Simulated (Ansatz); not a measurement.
# CoHO2: the cost of one run

Program: Ansatz 0.2.0, Gaussian basis. Level of theory: def2-SVP, core rule «outside noble gas», up to 11 orbitals frozen. These are calculated values, not measurements.

To be run: UHF; CCSD(T) on ROHF; CCSD(T) on UHF; CCSDT(Q) on ROHF; CCSDT(Q) on UHF; CASSCF and MRCISD+Q, 18 electrons in 13 orbitals; CASSCF and NEVPT2, 18 electrons in 13 orbitals.

5 further runs of the same task are left out: 1 that didn't finish, 4 set aside as unsound or not needed. Runs told in other sessions of the task aren't counted.

## Step 1: What is computed

The geometry is a PBE0/def2-TZVP stationary point (not a proven minimum) of the parent state, kept for this charge and spin.

4 atoms, charge 0, spin multiplicity 5.

Atoms are counted from 1 here; the program's logs count them from 0.

Bond lengths: Co1–O2 1.711 Å, Co1–O3 1.599 Å, Co1–H4 1.462 Å. Angles: O2–Co1–O3 162.8°, O2–Co1–H4 104.5°, O3–Co1–H4 92.8°.

## Step 2: UHF

File in.yaml:

```yaml
crystal:
  periodic: [false, false, false]
  atoms:
    - {symbol: Co, position_ang: [0.000000, -0.070044, 0.018767]}
    - {symbol: O, position_ang: [0.000000, 0.160190, -1.676458]}
    - {symbol: O, position_ang: [0.000000, 0.193723, 1.595363]}
    - {symbol: H, position_ang: [0.000000, -1.522403, 0.189965]}
basis:
  gaussian: {orbitals: def2-SVP}
magnetization: {spin_polarized: true, initial_magnetization: 4}
hamiltonian: {xc: hf}
output: {orbitals: {seedname: orbitals}}
```

The run is started by

```console
ansatz run in.yaml --threads 1 --pin off --events-out ev --progress --plain --max-ram 4096MiB --backend cpu
```

Q: Estimate wall time and peak memory on 1 thread of AMD EPYC 7R13, shared host.

About 23 s, with a peak of 0.29 GiB.
